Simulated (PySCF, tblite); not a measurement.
# 3-methylhexane: a rotation path, then NMR shifts on frames, part 2 of 2

tblite 0.8.0 and PySCF 2.14.0. Atoms count from 0.

**6. Nuclear shieldings: image 6, PBE0/pcSseg-1**

What the job is given:

```
{"job": {"kind": "nmr", "xc": "PBE0", "basis": "pcSseg-1", "pop": false}, "charge": 0, "multiplicity": 1}
C      3.224900     0.239600    -0.072700
C      1.798300    -0.196600    -0.392400
C      0.823500     0.192000     0.719700
C     -0.652300    -0.217300     0.504100
C     -0.786200    -1.502100    -0.311400
C     -1.471300     0.923400    -0.115200
C     -2.976100     0.673500    -0.069600
H      3.292700     1.321400     0.017000
H      3.900200    -0.081400    -0.863400
H      3.560000    -0.204200     0.863300
H      1.796000    -1.280000    -0.516200
H      1.485700     0.256000    -1.335600
H      0.867100     1.275500     0.852700
H      1.179900    -0.256800     1.650300
H     -1.079600    -0.410000     1.495200
H     -1.826000    -1.812800    -0.364600
H     -0.221100    -2.308800     0.150200
H     -0.425200    -1.358000    -1.326500
H     -1.159900     1.084300    -1.148800
H     -1.263600     1.840400     0.441400
H     -3.514500     1.545100    -0.436200
H     -3.259600    -0.177000    -0.683700
H     -3.297900     0.480700     0.952500
```

Method: GIAO PBE0/pcSseg-1 NMR shielding, non-relativistic, gas phase.

Output:

```text
coarse grid: 17528 points
cycle   1  E = -275.8896965924  dE =  4.020e-01  |g| = 4.833e-01  |ddm| = 3.923e+00
cycle   2  E = -275.8763454100  dE =  1.335e-02  |g| = 5.462e-01  |ddm| = 9.319e-01
cycle   3  E = -275.9554060701  dE = -7.906e-02  |g| = 2.951e-02  |ddm| = 5.038e-01
cycle   4  E = -275.9555362711  dE = -1.302e-04  |g| = 1.717e-02  |ddm| = 4.445e-02
cycle   5  E = -275.9556030933  dE = -6.682e-05  |g| = 4.060e-03  |ddm| = 1.762e-02
cycle   6  E = -275.9556069081  dE = -3.815e-06  |g| = 6.084e-04  |ddm| = 3.762e-03
final grid: 164408 points
cycle   7  E = -276.0009629640  dE = -7.352e-05  |g| = 1.054e-02  |ddm| = 4.164e-02
cycle   8  E = -276.0009544187  dE =  8.545e-06  |g| = 1.205e-02  |ddm| = 1.922e-02
cycle   9  E = -276.0009921615  dE = -3.774e-05  |g| = 4.649e-04  |ddm| = 1.042e-02
cycle  10  E = -276.0009922020  dE = -4.042e-08  |g| = 2.254e-04  |ddm| = 7.475e-04
cycle  11  E = -276.0009922136  dE = -1.164e-08  |g| = 4.923e-05  |ddm| = 2.129e-04
cycle  12  E = -276.0009922142  dE = -5.521e-10  |g| = 1.001e-05  |ddm| = 5.081e-05
converged SCF energy = -276.0009922142

GIAO shielding tensors (ppm)
atom      isotropic    diamagn.    paramagn.     s11        s22        s33       span
  0 C      169.492     244.386     -74.894    158.735    161.644    188.098     29.363
  1 C      165.163     248.683     -83.521    159.153    164.781    171.553     12.400
  2 C      144.397     249.723    -105.326    122.401    140.594    170.196     47.795
  3 C      150.547     247.994     -97.446    137.659    149.341    164.642     26.984
  4 C      169.929     249.719     -79.790    159.042    170.635    180.110     21.068
  5 C      151.700     248.615     -96.915    130.862    153.175    171.063     40.201
  6 C      171.237     245.776     -74.539    156.888    169.462    187.362     30.475
  7 H       30.853      28.914       1.939     26.435     29.077     37.046     10.611
  8 H       30.413      27.236       3.178     25.581     27.709     37.950     12.369
  9 H       30.908      28.613       2.296     26.662     28.979     37.084     10.422
 10 H       30.379      33.242      -2.863     24.005     32.383     34.748     10.743
 11 H       30.546      33.385      -2.839     24.970     31.859     34.808      9.838
 12 H       30.596      34.707      -4.111     25.748     32.018     34.022      8.274
 13 H       30.025      34.014      -3.989     24.809     30.440     34.824     10.015
 14 H       30.277      34.814      -4.537     26.079     29.495     35.259      9.180
 15 H       30.516      32.049      -1.533     24.932     30.172     36.444     11.512
 16 H       30.804      32.286      -1.482     26.399     28.631     37.383     10.984
 17 H       31.242      33.036      -1.793     27.111     30.522     36.094      8.983
 18 H       30.463      33.294      -2.831     25.938     31.288     34.164      8.227
 19 H       30.410      33.146      -2.736     24.698     30.982     35.550     10.852
 20 H       30.537      27.700       2.837     25.760     27.699     38.152     12.392
 21 H       30.571      30.094       0.477     25.432     30.333     35.948     10.515
 22 H       31.010      29.565       1.445     26.807     28.917     37.305     10.497
```

It took 72 s on 1 thread of Intel Xeon at 2.50GHz, shared host; peak memory 0.89 GiB.

This run: δ C2 42.5, C3 36.4, C5 35.2, C1 21.8, H13 1.69, H14 1.44 ppm.

**7. NMR shieldings: image 8, PBE0/pcSseg-1**

What the job is given:

```
{"job": {"kind": "nmr", "xc": "PBE0", "basis": "pcSseg-1", "pop": false}, "charge": 0, "multiplicity": 1}
C      3.147800     0.357700    -0.121900
C      1.694100     0.040000    -0.453800
C      0.830900     0.021600     0.806900
C     -0.659400    -0.275200     0.576400
C     -0.863200    -1.647300    -0.064600
C     -1.334300     0.834600    -0.238400
C     -2.856900     0.748600    -0.223100
H      3.230100     1.337300     0.344600
H      3.756000     0.356400    -1.023800
H      3.552200    -0.382300     0.565800
H      1.648000    -0.932600    -0.946000
H      1.316600     0.790200    -1.150300
H      0.919600     0.991100     1.305200
H      1.231300    -0.732200     1.490600
H     -1.131100    -0.291800     1.567300
H     -1.904900    -1.950300    -0.000300
H     -0.262200    -2.396800     0.445800
H     -0.578100    -1.630500    -1.113600
H     -0.986600     0.792500    -1.272200
H     -1.034900     1.801000     0.175100
H     -3.286800     1.611200    -0.727900
H     -3.204400    -0.146900    -0.731600
H     -3.228400     0.730500     0.799600
```

Method: GIAO PBE0/pcSseg-1 NMR shielding, non-relativistic, gas phase.

Output:

```text
coarse grid: 17528 points
cycle   1  E = -275.8927964579  dE =  4.083e-01  |g| = 4.854e-01  |ddm| = 3.911e+00
cycle   2  E = -275.8786303804  dE =  1.417e-02  |g| = 5.509e-01  |ddm| = 9.383e-01
cycle   3  E = -275.9590812812  dE = -8.045e-02  |g| = 3.021e-02  |ddm| = 5.097e-01
cycle   4  E = -275.9592148310  dE = -1.335e-04  |g| = 1.791e-02  |ddm| = 4.502e-02
cycle   5  E = -275.9592878861  dE = -7.306e-05  |g| = 3.999e-03  |ddm| = 1.807e-02
cycle   6  E = -275.9592915745  dE = -3.688e-06  |g| = 5.966e-04  |ddm| = 3.771e-03
final grid: 164408 points
cycle   7  E = -276.0047875826  dE = -6.543e-05  |g| = 1.043e-02  |ddm| = 3.588e-02
cycle   8  E = -276.0047786813  dE =  8.901e-06  |g| = 1.200e-02  |ddm| = 1.941e-02
cycle   9  E = -276.0048162112  dE = -3.753e-05  |g| = 5.092e-04  |ddm| = 1.058e-02
cycle  10  E = -276.0048162598  dE = -4.858e-08  |g| = 2.342e-04  |ddm| = 7.389e-04
cycle  11  E = -276.0048162725  dE = -1.273e-08  |g| = 4.343e-05  |ddm| = 2.100e-04
cycle  12  E = -276.0048162729  dE = -4.220e-10  |g| = 9.712e-06  |ddm| = 4.866e-05
converged SCF energy = -276.0048162729

GIAO shielding tensors (ppm)
atom      isotropic    diamagn.    paramagn.     s11        s22        s33       span
  0 C      169.388     244.852     -75.464    158.380    161.608    188.176     29.796
  1 C      167.647     248.968     -81.321    162.227    169.216    171.497      9.269
  2 C      141.195     250.082    -108.888    129.089    131.001    163.494     34.405
  3 C      148.729     248.335     -99.606    134.584    151.222    160.382     25.797
  4 C      167.786     249.460     -81.674    151.083    166.942    185.332     34.249
  5 C      154.030     249.148     -95.117    141.491    149.052    171.549     30.058
  6 C      171.300     245.650     -74.350    156.927    169.787    187.187     30.260
  7 H       30.873      29.070       1.803     26.501     29.099     37.019     10.519
  8 H       30.425      27.538       2.887     25.588     27.667     38.018     12.430
  9 H       30.900      28.777       2.122     26.546     29.039     37.113     10.567
 10 H       30.452      33.261      -2.809     24.319     32.211     34.827     10.509
 11 H       30.526      33.571      -3.045     24.285     32.279     35.015     10.730
 12 H       30.368      34.461      -4.093     25.876     30.649     34.580      8.704
 13 H       30.318      34.190      -3.872     25.791     30.294     34.869      9.078
 14 H       30.304      34.661      -4.357     26.494     29.068     35.349      8.855
 15 H       30.326      31.638      -1.312     25.119     29.396     36.463     11.344
 16 H       30.876      31.965      -1.089     26.486     28.737     37.406     10.920
 17 H       31.048      32.746      -1.698     27.437     29.855     35.851      8.414
 18 H       30.490      33.730      -3.240     25.459     31.850     34.159      8.700
 19 H       30.405      33.501      -3.096     24.614     31.137     35.464     10.850
 20 H       30.491      27.984       2.507     25.628     27.733     38.111     12.483
 21 H       30.587      29.957       0.630     25.616     30.107     36.038     10.421
 22 H       30.996      29.620       1.376     26.710     28.905     37.373     10.663
```

It took 70 s on 1 thread of Intel Xeon at 2.50GHz, shared host; peak memory 0.89 GiB.

This run: δ C2 45.7, C3 38.2, C5 32.9, C1 19.3, H14 1.41, H13 1.40 ppm.

**8. Comparing the runs: NMR shifts**

Shifts (ppm) of some atoms, chosen among heavy atoms and hydrogens apart, with basis size and wall time:

| frame | C2 | C3 | C5 | C1 | C4 | H13 | H17 | functions | time |
| --- | --- | --- | --- | --- | --- | --- | --- | --- | --- |
| image 0 | 46.8 | 40.7 | 36.3 | 26.1 | 18.6 | 1.25 | 0.12 | 199 | 96 s |
| image 2 | 42.9 | 37.5 | 35.9 | 25.1 | 17.3 | 1.51 | 0.12 | 199 | 74 s |
| image 4 | 40.2 | 34.6 | 37.5 | 22.9 | 15.5 | 1.79 | 0.41 | 199 | 78 s |
| image 6 | 42.5 | 36.4 | 35.2 | 21.8 | 17.0 | 1.69 | 0.47 | 199 | 72 s |
| image 8 | 45.7 | 38.2 | 32.9 | 19.3 | 19.1 | 1.40 | 0.67 | 199 | 70 s |

**9. What came out**

This closing draws on all 2 parts.

| quantity | value |
| --- | --- |
| barrier | 0.191 eV (4.4 kcal/mol) at image 4 |
| end to end (GFN2-xTB) | 0.018 eV |
| ¹³C shifts against TMS (PBE0/pcSseg-1, image 0) | 46.8, 40.7, 36.3, 26.1, 18.6, 17.5, 14.9 ppm |
| ¹H shifts against TMS (PBE0/pcSseg-1, image 0) | 1.59, 1.40, 1.32, 1.28, 1.28, 1.25, 1.23, 1.17, 1.11, 1.01, 0.95, 0.94, 0.94, 0.89 ppm and more |
| potential on the surface of density 0.002 e/bohr³, 1st and 99th percentile | -0.11 V and 0.46 V |
| range of the shift of C1 | 19.3 to 26.1 ppm |

Along the band the dihedral turns by 125°, and the top (dihedral 232°) lies 4.4 kcal/mol above the start (GFN2-xTB, rough), so at room temperature this motion is fast. Ends this close can change order at a higher level. The top was not checked by a frequency run. Shifts at one fixed geometry are not the observed spectrum, which averages over the motion. In the first frame run (image 0): The widest tensor belongs to C2: span 52 ppm, with a paramagnetic part of -111 ppm. Across the 5 runs the shift of C1 moves most, between 19.3 (image 8) and 26.1 ppm (image 0).
